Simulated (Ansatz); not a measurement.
# ZrC (quintet): wave-function methods side by side, def2-QZVPP

The task here is to estimate one member of a computed series from the others.

Computed with Ansatz 0.2.0, Gaussian basis. Level: def2-QZVPP, core rule «outside noble gas», up to 5 orbitals frozen.

Plan: UHF; ROHF; CCSD(T) on UHF.

## The system

The geometry is a PBE0/def2-TZVP stationary point (not a proven minimum). No spin-orbit coupling is included. Elements past krypton take def2 core potentials.

2 atoms, charge 0, spin multiplicity 5.

Atoms are counted from 1 here; the program's logs count them from 0.

Bond lengths: Zr1–C2 1.930 Å.

Set-up of the first run:

The input, in.yaml:

```yaml
crystal:
  periodic: [false, false, false]
  atoms:
    - {symbol: Zr, position_ang: [0.000000, 0.000000, 0.000000]}
    - {symbol: C, position_ang: [0.000000, 0.000000, 1.929800]}
basis:
  gaussian: {orbitals: "def2-QZVPP.json"}
magnetization: {spin_polarized: true, initial_magnetization: 4}
hamiltonian: {xc: hf}
output: {orbitals: {seedname: orbitals}}
```

Launch:

```bash
$ ansatz run in.yaml --threads 1 --pin off --events-out ev --progress --plain --max-ram 4096MiB --backend cpu
```

Among the steps run: UHF; ROHF; CCSD(T) on UHF.

One of the session's tables, all rows but one given; the rest of the session is left out.

It belongs to the step «Misses and costs». 

```
  method  from UCCSD(T) (kJ/mol)
    ROHF                  +589.1
     UHF                  +565.3
    UMP2                       ?
   UCCSD                   +37.5
UCCSD(T)                       0
```

**Question.** Estimate the row for UMP2.

**Answer.** from UCCSD(T) (kJ/mol): +94.4. In the column «from UCCSD(T) (kJ/mol)» it lies between UCCSD (+37.5) and UHF (+565.3).
